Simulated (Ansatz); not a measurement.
# FH3NSn: vertical and adiabatic energies of changing the electron count in Python

Wanted for FH3NSn: vertical and adiabatic energies of changing the electron count.

Program: Ansatz 0.2.0 through its Python package. Level of theory: CAM-B3LYP/def2-SVP. These are calculated values, not measurements.

## Step 1: The system

Bond lengths: N1–Sn2 2.013 Å, Sn2–F3 1.919 Å, N1–H4 1.105 Å, N1–H5 1.035 Å, Sn2–H6 1.765 Å. Angles: N1–Sn2–F3 107.6°, N1–Sn2–H6 110.2°, F3–Sn2–H6 109.8°, Sn2–N1–H4 106.6°, Sn2–N1–H5 111.4°, H4–N1–H5 106.9°.

No structure file is read: the coordinates are typed or built in the script.

## Step 2: The script

Contents of run_adiabatic.py:

```python
"""How FH3NSn relaxes after losing an electron."""

import itertools

import ansatz
from ase.data import atomic_numbers, covalent_radii
import numpy as np

BASIS = "def2-SVP"
FUNCTIONAL = "cam_b3lyp"
NET_CHARGE = 1


def main() -> None:
    geometry_ang = [
        ("N", (-0.9016, 0.1058, -0.7372)),
        ("Sn", (0.1072, -0.3943, 0.9312)),
        ("F", (1.8486, -0.9964, 0.3965)),
        ("H", (-0.3181, 0.9022, -1.233)),
        ("H", (-0.9521, -0.6873, -1.3995)),
        ("H", (0.258, 1.006, 1.9958)),
    ]
    system = ansatz.Crystal.molecule()
    for symbol, xyz in geometry_ang:
        system = system.atom(symbol, xyz)

    base = (
        system.calculation()
        .basis(gaussian=BASIS)
        .functional(FUNCTIONAL)
        .spin("collinear", total=1)
        .accuracy("medium")  # preset for grids and thresholds
    )
    symbols = [site.symbol for site in system.cartesian_sites]
    start = np.array([site.position_ang for site in system.cartesian_sites], dtype=float)
    r = base.relax(force_tolerance=0.01, max_steps=100).run(threads=1).report
    end = np.array(r["positions_ang"])

    minimum = ansatz.Crystal.molecule()
    for symbol, place in zip(symbols, end):
        minimum = minimum.atom(symbol, place.tolist())
    ion = (
        minimum.calculation()
        .basis(gaussian=BASIS)  # atom-centred Gaussian functions
        .functional(FUNCTIONAL)
        .accuracy("medium")
        .charge(NET_CHARGE)  # electrons removed from the neutral system
    )
    vertical = ion.run(threads=1).report
    settled = ion.relax(force_tolerance=0.01, max_steps=80).run(threads=1).report
    print(f"vertical ionisation energy   {vertical['free_energy_ev'] - r['free_energy_ev']:.3f} eV")
    print(f"adiabatic, no zero point     {settled['free_energy_ev'] - r['free_energy_ev']:.3f} eV")
    print(f"relaxation energy of the ion {vertical['free_energy_ev'] - settled['free_energy_ev']:.3f} eV")
    ionised = np.array(settled["positions_ang"])
    # pairs closer than 1.2 times the sum of covalent radii, before or after
    radius = [covalent_radii[atomic_numbers[s]] for s in symbols]
    span = lambda where, i, j: np.linalg.norm(where[i] - where[j])
    bonded = [(i, j) for i, j in itertools.combinations(range(len(symbols)), 2) if min(span(end, i, j), span(ionised, i, j)) < 1.2 * (radius[i] + radius[j])]
    print("pair        before    after (A)")
    for i, j in bonded:
        print(f"{symbols[i]}{i}-{symbols[j]}{j}".ljust(10), f"{span(end, i, j):8.4f} {span(ionised, i, j):8.4f}")
    for first, second in list(itertools.combinations(bonded, 2)):
        shared = set(first) & set(second)
        if shared and symbols[(j := shared.pop())] != "H":
            i, k = sorted((set(first) | set(second)) - {j})
            u, v = ionised[i] - ionised[j], ionised[k] - ionised[j]
            angle = np.degrees(np.arccos(np.clip(u @ v / np.linalg.norm(u) / np.linalg.norm(v), -1, 1)))
            print(f"final angle {symbols[i]}{i}-{symbols[j]}{j}-{symbols[k]}{k}: {angle:.2f} deg")


if __name__ == "__main__":
    main()
```

## Step 3: Launch

Launch:

```console
$ python run_adiabatic.py
```

What it wrote:

```text
vertical ionisation energy   8.644 eV
adiabatic, no zero point     7.633 eV
relaxation energy of the ion 1.011 eV
pair        before    after (A)
N0-Sn1       2.0487   1.9214
N0-H3        1.0205   1.0203
N0-H4        1.0191   1.0187
Sn1-F2       1.9479   1.8884
Sn1-H5       1.7517   1.6745
final angle Sn1-N0-H3: 121.10 deg
final angle Sn1-N0-H4: 124.06 deg
final angle N0-Sn1-F2: 109.18 deg
final angle N0-Sn1-H5: 133.81 deg
final angle H3-N0-H4: 114.84 deg
final angle F2-Sn1-H5: 117.01 deg
```

Run time: 2.3 min. Hardware: 1 thread of Arm Neoverse V1, shared host; peak memory 0.28 GiB.

## Step 4: The engine's runs

One row for each of the 3 runs:

```
run   kind of run             system  unpaired or total moment  energy (eV)  <S²>  SCF cycles in all  CPU time (s)
  1    relaxation             FH3NSn                         1  -10081.6989  0.76                163           100
  2  single point  FH3NSn, charge +1                   not set  -10073.0551  0.00                 19           2.3
  3    relaxation  FH3NSn, charge +1                   not set  -10074.0659  0.00                 90            33
```

Totals carry meaning only in balanced differences at one level of theory.

## Step 5: Path of the relaxation of run 1

Relaxation path:

| step | E - E(step 1) (eV) | largest force component (eV/Å) |
| --- | --- | --- |
| 1 | 0.0000 | 1.9966 |
| 2 | -0.1501 | 0.7509 |
| 3 | -0.1938 | 0.2695 |
| 4 | -0.1989 | 0.0944 |
| 5 | -0.2016 | 0.1096 |
| 6 | -0.2034 | 0.1916 |
| 7 | -0.2012 | 0.7412 |
| 8 | -0.2103 | 0.0854 |
| 9 | -0.2189 | 0.2100 |
| 10 | -0.2280 | 0.7168 |
| 11 | -0.2416 | 1.0855 |
| 12 | -0.2905 | 0.6988 |
| 13 | -0.2900 | 0.4111 |
| 14 | -0.3147 | 0.2485 |
| 15 | -0.3234 | 0.2423 |
| 16 | -0.3271 | 0.1191 |
| 17 | -0.3291 | 0.0239 |
| 18 | -0.3294 | 0.0445 |
| 19 | -0.3295 | 0.0069 |

Step 1 is the start. Steps 7, 13 were tried and not accepted.

Before: Bond lengths: N1–Sn2 2.013 Å, Sn2–F3 1.919 Å, N1–H4 1.105 Å, N1–H5 1.035 Å, Sn2–H6 1.765 Å. Angles: N1–Sn2–F3 107.6°, N1–Sn2–H6 110.2°, F3–Sn2–H6 109.8°, Sn2–N1–H4 106.6°, Sn2–N1–H5 111.4°, H4–N1–H5 106.9°.

After: Bond lengths: N1–Sn2 2.049 Å, Sn2–F3 1.948 Å, N1–H4 1.021 Å, N1–H5 1.019 Å, Sn2–H6 1.752 Å. Angles: N1–Sn2–F3 98.4°, N1–Sn2–H6 107.9°, F3–Sn2–H6 104.1°, Sn2–N1–H4 113.6°, Sn2–N1–H5 117.4°, H4–N1–H5 108.6°.

## Step 6: The relaxation of run 3, step by step

Relaxation path:

| step | E - E(step 1) (eV) | largest force component (eV/Å) |
| --- | --- | --- |
| 1 | 0.0000 | 2.5792 |
| 2 | -0.5589 | 1.4431 |
| 3 | -0.8528 | 0.7543 |
| 4 | -0.9823 | 0.7280 |
| 5 | -0.9830 | 0.1539 |
| 6 | -1.0102 | 0.0808 |
| 7 | -1.0105 | 0.0812 |
| 8 | -1.0107 | 0.0410 |
| 9 | -1.0107 | 0.0094 |

Step 1 is the start.

Before: Bond lengths: N1–Sn2 2.049 Å, Sn2–F3 1.948 Å, N1–H4 1.021 Å, N1–H5 1.019 Å, Sn2–H6 1.752 Å. Angles: N1–Sn2–F3 98.4°, N1–Sn2–H6 107.9°, F3–Sn2–H6 104.1°, Sn2–N1–H4 113.6°, Sn2–N1–H5 117.4°, H4–N1–H5 108.6°.

After: Bond lengths: N1–Sn2 1.921 Å, Sn2–F3 1.888 Å, N1–H4 1.020 Å, N1–H5 1.019 Å, Sn2–H6 1.674 Å. Angles: N1–Sn2–F3 109.2°, N1–Sn2–H6 133.8°, F3–Sn2–H6 117.0°, Sn2–N1–H4 121.1°, Sn2–N1–H5 124.1°, H4–N1–H5 114.8°.

## Step 7: Results

```
                                  quantity     value
                vertical ionisation energy  8.644 eV
adiabatic ionisation energy, no zero point  7.633 eV
                             runs compared         3
```

What this shows: The ionisation energy is a difference of two total energies at the neutral geometry; letting the ion relax lowers it by 1.01 eV. Run 1: The relaxation took 16 moves; the largest shift is 1.024 Å, of atom 4 (H). So large a move can change the bonding: the results belong to the relaxed structure. Run 3: The relaxation took 8 moves; the largest shift is 0.592 Å, of atom 2 (Sn). The energies are electronic: no zero-point or thermal terms, and the basis set is short of its limit. The product may relax into another structure. def2 sets replace the cores of elements past krypton by effective core potentials. The species is open-shell (spin multiplicity 2). The spin of the ions was assumed; an unrestricted or higher-spin state can lie lower by tenths of an eV.
